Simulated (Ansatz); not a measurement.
**CH5BrO2Si: basis-set convergence**

An exercise on one series of results from a longer session: the logs are not shown, and one member is left open.

Program: Ansatz 0.2.0, Gaussian basis. Level of theory: one geometry, several basis sets. These are calculated values, not measurements.

The runs, in order: PBE0-D4/def2-SVP; ωB97M-V/def2-SVP; PBE0-D4/def2-QZVPP; ωB97M-V/def2-QZVPP; the functionals' def2-TZVPP values are taken from earlier runs.

**The relaxed structure**

An earlier PBE0-D4 in a triple-zeta def2 set relaxation fixed the geometry.

SMILES `O[SiH2]C(O)Br`, 10 atoms, charge 0, spin multiplicity 1.

Atoms are counted from 1 here; the program's logs count them from 0.

Bond lengths: O1–Si2 1.646 Å, O1–H6 0.961 Å, Si2–C3 1.895 Å, Si2–H7 1.482 Å, Si2–H8 1.482 Å, C3–O4 1.368 Å, C3–Br5 2.032 Å, C3–H9 1.088 Å, O4–H10 0.965 Å. Angles: Si2–O1–H6 115.2°, O1–Si2–C3 106.2°, O1–Si2–H7 105.3°, O1–Si2–H8 114.4°, C3–Si2–H7 109.6°, C3–Si2–H8 109.3°, H7–Si2–H8 111.8°, Si2–C3–O4 115.1°, Si2–C3–Br5 102.2°, Si2–C3–H9 116.8°, O4–C3–Br5 111.3°, O4–C3–H9 108.3°, Br5–C3–H9 102.2°, C3–O4–H10 109.3°.

The first run:

in.yaml reads:

```yaml
crystal:
  periodic: [false, false, false]
  atoms:
    - {symbol: O, position_ang: [-1.372775, -0.881060, 0.762216]}
    - {symbol: Si, position_ang: [-0.479423, -0.689524, -0.607136]}
    - {symbol: C, position_ang: [0.866922, 0.576154, -0.186373]}
    - {symbol: O, position_ang: [1.639725, 0.262996, 0.898659]}
    - {symbol: Br, position_ang: [-0.217181, 2.263655, 0.142223]}
    - {symbol: H, position_ang: [-1.854861, -0.100287, 1.048852]}
    - {symbol: H, position_ang: [0.141030, -2.012295, -0.858208]}
    - {symbol: H, position_ang: [-1.251595, -0.213446, -1.779091]}
    - {symbol: H, position_ang: [1.525180, 0.880400, -0.997941]}
    - {symbol: H, position_ang: [1.085979, -0.137793, 1.579801]}
basis:
  gaussian: {orbitals: def2-SVP}
hamiltonian: {xc: pbe0, dispersion: d4}
output: {orbitals: {seedname: orbitals}}
```

Launch:

```
$ ansatz run in.yaml --threads 4 --pin off --events-out ev --progress --plain --max-ram 10444MiB
```

Among the steps run: PBE0-D4 in def2-SVP; ωB97M-V in def2-SVP; PBE0-D4 in def2-QZVPP; ωB97M-V in def2-QZVPP.

One of the session's tables, all rows but one given; the rest of the session is left out.

It belongs to the step «Density functionals: the series». 

| functional | basis | HOMO (eV) |
| --- | --- | --- |
| PBE0-D4 | def2-SVP | -7.74 |
| PBE0-D4 | def2-TZVPP | -7.87 |
| PBE0-D4 | def2-QZVPP | -7.89 |
| ωB97M-V | def2-SVP | ? |
| ωB97M-V | def2-TZVPP | -10.08 |
| ωB97M-V | def2-QZVPP | -10.10 |

**Question.** Estimate the row for ωB97M-V, def2-SVP.

**Answer.** HOMO (eV): -9.92. In the column «HOMO (eV)» it lies between ωB97M-V, def2-TZVPP (-10.08) and PBE0-D4, def2-QZVPP (-7.89).
